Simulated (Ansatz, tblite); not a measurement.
# The cluster Be4Se3+: rung by rung

An exercise on one series of results from a longer session: the logs are not shown, and one member is left open.

Program: Ansatz 0.2.0, Gaussian basis. Level of theory: as each input shows. These are calculated values, not measurements.

The runs, in order: GFN1-xTB, GFN2-xTB, PBE-D4/def2-TZVP, r2SCAN-D4/def2-TZVP, r2SCAN0-D4/def2-TZVP, BHLYP-D4/def2-TZVP, HF/def2-TZVP, PBE-D4/def2-SVP, PBE0-D4/def2-SVP, HF/STO-3G, CCSD(T)/def2-SVP, MP2/def2-TZVP.

3 further runs of the same task are left out: 3 set aside as unsound or not needed. Runs told in other sessions of the task aren't counted.

### The geometry

The doublet was relaxed beforehand with B3LYP-D4/def2-SVP. At that level it is the lowest of the isomers that a small search found.

7 atoms, charge 1, spin multiplicity 2.

Bond lengths: Be1–Se5 2.272 Å, Be1–Se6 2.272 Å, Be1–Se7 2.272 Å, Be2–Se5 2.121 Å, Be2–Se6 2.121 Å, Be3–Se5 2.121 Å, Be3–Se7 2.121 Å, Be4–Se6 2.122 Å, Be4–Se7 2.122 Å. Angles: Se5–Be1–Se6 106.9°, Se5–Be1–Se7 106.9°, Se6–Be1–Se7 106.9°, Se5–Be2–Se6 118.7°, Se5–Be3–Se7 118.7°, Se6–Be4–Se7 118.7°, Be1–Se5–Be2 63.9°, Be1–Se5–Be3 63.9°, Be2–Se5–Be3 68.2°, Be1–Se6–Be2 63.9°, Be1–Se6–Be4 63.9°, Be2–Se6–Be4 68.0°, Be1–Se7–Be3 63.9°, Be1–Se7–Be4 63.9°, Be3–Se7–Be4 68.1°.

The ion is computed in the gas phase, without counter-ions or solvent.

PBE0-D4/def2-TZVP was run before; its log isn't repeated, and its numbers join the tables.

The first run:

Tight binding, by tblite at 300 K electronic temperature and without a spin-polarisation term:

```python
tblite.interface.Calculator('GFN1-xTB', numbers, positions, charge=1, uhf=1).singlepoint()
```

Tight binding, by tblite at 300 K electronic temperature and without a spin-polarisation term:

```python
tblite.interface.Calculator('GFN2-xTB', numbers, positions, charge=1, uhf=1).singlepoint()
```

start.molden holds the orbitals of an earlier run on this state, given as this run's starting guess.

Input file in.yaml:

```yaml
crystal:
  periodic: [false, false, false]
  atoms:
    - {symbol: Be, position_ang: [-0.477505, -0.811913, 0.695534]}
    - {symbol: Be, position_ang: [-0.497745, 0.066545, -1.461662]}
    - {symbol: Be, position_ang: [1.527707, -0.065117, -0.224525]}
    - {symbol: Be, position_ang: [-0.158640, 1.478749, 0.416247]}
    - {symbol: Se, position_ang: [0.560271, -1.736610, -1.101175]}
    - {symbol: Se, position_ang: [-2.032234, 0.634721, -0.111592]}
    - {symbol: Se, position_ang: [1.078157, 0.433615, 1.787162]}
basis:
  gaussian: {orbitals: def2-TZVP, initial_orbitals: start.molden}
total_charge: 1
magnetization: {spin_polarized: true, initial_magnetization: 1}
hamiltonian: {xc: pbe, dispersion: d4}
scf: {omitted_lower_state_checks: [starts]}
output: {forces: true, orbitals: {seedname: orbitals}}
```

On the command line:

```sh
> ansatz run in.yaml --threads 4 --pin off --events-out ev --progress --plain --max-ram 4787MiB
```

Steps of the session up to this table: PBE-D4/def2-TZVP; r2SCAN-D4/def2-TZVP; r2SCAN0-D4/def2-TZVP; BHLYP-D4/def2-TZVP; HF/def2-TZVP; PBE-D4/def2-SVP; PBE0-D4/def2-SVP; HF/STO-3G; CCSD(T)/def2-SVP; MP2/def2-TZVP.

One table of the session follows, with a row left open; its other results are not shown here.

```
               level  HOMO (eV)  LUMO (eV)  gap (eV)
           HF/STO-3G     -10.95      -3.39      7.57
        HF/def2-TZVP     -12.32      -4.69      7.63
     PBE-D4/def2-SVP      -9.61      -8.74      0.87
    PBE-D4/def2-TZVP      -9.49      -8.50      0.99
 r2SCAN-D4/def2-TZVP      -9.72      -8.10      1.62
    PBE0-D4/def2-SVP     -10.49      -8.06      2.43
   PBE0-D4/def2-TZVP     -10.35      -7.77      2.58
r2SCAN0-D4/def2-TZVP          ?          ?         ?
  BHLYP-D4/def2-TZVP     -10.98      -7.03      3.95
```

Q: Estimate the row for r2SCAN0-D4/def2-TZVP from the others.

**Answer.** HOMO (eV): -10.51; LUMO (eV): -7.49; gap (eV): 3.02. In the column «HOMO (eV)» it lies between HF/STO-3G (-10.95) and PBE0-D4/def2-SVP (-10.49).
